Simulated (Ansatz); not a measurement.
**Al2Pt: a slab and its surfaces, (110), 2 layers**

Aim: cut a slab of Al2Pt (110), 2 layers from the relaxed bulk, relax it, and get surface energy and work function. The runs shown use PAW. Its runs: bulk cell relaxed (PAW); bulk in the slab's orientation (PAW); the reference run (PAW); atoms relaxed (PAW); field of 0.3 V/Å along the normal (PAW).

Method: DFT, r2SCAN, PAW with Ansatz's default frozen-core files, scalar-relativistic, in Ansatz 0.2.0.

### Step 1. The structure to begin with

Symmetry: Fm-3m, No. 225, cubic system. Conventional cell: a = 5.910 Å, b = 5.910 Å, c = 5.910 Å, α = 90.00°, β = 90.00°, γ = 90.00°. Pt (site symmetry m-3m) has 8 Al at 2.56 Å as nearest neighbours. Al (site symmetry -43m) is surrounded by 4 Pt at 2.56 Å.

Structure file:

```
CELL_PARAMETERS angstrom
0.00000 2.95500 2.95500
2.95500 0.00000 2.95500
2.95500 2.95500 0.00000
ATOMIC_POSITIONS crystal
Pt 0.00000 0.00000 0.00000
Al 0.25000 0.25000 0.25000
Al 0.75000 0.75000 0.75000
```

Atoms are numbered in the order of the input: Pt1, Al2, Al3.

### Step 2. Bulk cell relaxed, PAW

Contents of input.yaml:

```yaml
crystal:
  lattice:
    - [0.0, 2.955, 2.955]
    - [2.955, 0.0, 2.955]
    - [2.955, 2.955, 0.0]
  atoms:
    - { symbol: Pt, position: [0.0, 0.0, 0.0] }
    - { symbol: Al, position: [0.25, 0.25, 0.25] }
    - { symbol: Al, position: [0.75, 0.75, 0.75] }
kpoints:
  mp_grid: { grid: [13, 13, 13] }
scf:
  occupations: { method: fermi_dirac, width: 0.05 }
hamiltonian:
  xc: r2scan
  pseudopotentials: { kind: paw }
output:
  forces: true
  stress: true
relax:
  f_tol: 0.005
  max_steps: 40
  cell: {}
```

Command:

```console
$ ansatz run input.yaml --threads 2 --pin off --max-ram 4096MiB --backend cpu --events-out ev --progress --plain --runs-dir out
```

After this run come: Bulk in the slab's orientation, PAW; Slab as cut, PAW; Atoms relaxed, PAW; Field of 0.3 V/Å along the normal, PAW.

**Question.** What will these runs give? Wanted: surface energy; work function.

**Answer**, as computed:

| quantity | value |
| --- | --- |
| surface energy (PAW, relaxed) | 1.55 J/m² |
| work function (PAW, relaxed) | 4.53 eV |

**Reading.** By PAW the surface costs 1.60 J/m² as cut and 1.55 J/m² relaxed. The field of 0.3 V/Å along the normal induces a dipole of 0.216 e·Å per cell (PAW). Thickness wasn't converged, and no reconstruction was sought. Spin-orbit coupling is left out, though the cell holds Pt; in elements this heavy it can shift bands and gaps by tenths of an eV.
